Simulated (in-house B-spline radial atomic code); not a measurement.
**Pt⁹⁺: ionisation energy by several methods**

One table from this session's results is given with a row withheld; the runs are named, their logs left out.

The numbers are computed with in-house B-spline radial atomic code version 1 (scalar-relativistic (X2C), several functionals, spin-polarised; spherical all-electron atom at the radial basis limit), except any that are marked as measured or tabulated.

## Starting point

- element: platinum (Z = 78)
- charge: +9
- electrons: 69
- configuration: [Xe] 4f14 5d1
- nucleus: Fermi, rms radius 5.427 fm

Outer shells as boxes (Hund's rule):

[Xe] 4f14 5d1
```
[Xe] core
4f [↑↓][↑↓][↑↓][↑↓][↑↓][↑↓][↑↓]
5d [↑ ][  ][  ][  ][  ]
```

Where spins are not typed, each open shell is filled with up spins first.

Set-up of the first run:

Input settings:

```ini
Z = 78
electrons = 69.0
configuration = [Xe] 4f14 5d1
hamiltonian = x2c
method = m06l
spin_polarised = True
nucleus = fermi
rms_radius = 5.427
mass_number = 195
atomic_mass = 194.964794325
speed_of_light = 137.035999084
```

Among the steps run: M06-L, a meta-GGA; revTPSS, a meta-GGA; LDA (PW92); BP86, a GGA; r2SCAN, a meta-GGA.

One table of the session follows, with a row left open; its other results are not shown here.

```
    method  ΔSCF (eV)
LDA (PW92)     144.01
      BP86     143.69
     M06-L          ?
   revTPSS     143.50
    r2SCAN     143.22
```

Estimate the missing values for M06-L.

As computed: ΔSCF (eV): 142.61. In the column «ΔSCF (eV)» it is the lowest.
